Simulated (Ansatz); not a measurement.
# ClH3O2Sn: the cost of one run

Program: Ansatz 0.2.0. Level of theory: RKS BHLYP-D4/def2-SVP. These are calculated values, not measurements.

## (1) The starting structure

Bond lengths: Sn1–H2 1.740 Å, Sn1–Cl3 2.410 Å, Sn1–O4 1.959 Å, O4–H5 1.010 Å, Sn1–O6 1.959 Å, O6–H7 1.010 Å. Angles: H2–Sn1–Cl3 109.4°, H2–Sn1–O4 109.5°, H2–Sn1–O6 109.5°, Cl3–Sn1–O4 109.5°, Cl3–Sn1–O6 109.5°, O4–Sn1–O6 109.5°, Sn1–O4–H5 109.5°, Sn1–O6–H7 109.5°.

Structure file:

```xyz
7

Sn    0.0000    0.0000    0.0000
H     0.0000    0.0000    1.7400
Cl    2.2726    0.0000   -0.8025
O    -0.9232    1.5994   -0.6527
H    -1.8810    1.3686   -0.8751
O    -0.9232   -1.5994   -0.6527
H    -1.3778   -2.0650    0.1197
```

## (2) Relaxing the start

Contents of input.yaml:

```yaml
crystal:
  periodic: [false, false, false]
  atoms:
    - { symbol: Sn, position_ang: [0.0, 0.0, 0.0] }
    - { symbol: H, position_ang: [0.0, 0.0, 1.74] }
    - { symbol: Cl, position_ang: [2.2726, 0.0, -0.8025] }
    - { symbol: O, position_ang: [-0.9232, 1.5994, -0.6527] }
    - { symbol: H, position_ang: [-1.881, 1.3686, -0.8751] }
    - { symbol: O, position_ang: [-0.9232, -1.5994, -0.6527] }
    - { symbol: H, position_ang: [-1.3778, -2.065, 0.1197] }
basis:
  gaussian: { orbitals: def2-SVP }
hamiltonian:
  xc: { name: BHLYP }
  dispersion: d4
relax:
  f_tol: 0.02
  max_steps: 40
```

On the command line:

```sh
ansatz run input.yaml --threads 1 --pin off --max-ram 2048MiB --backend cpu --events-out ev --progress --plain --runs-dir out
```

What time and memory should one allow on 1 thread of Intel Xeon 6975P-C (Granite Rapids), shared host?

About 59 s, with a peak of 0.2 GiB.
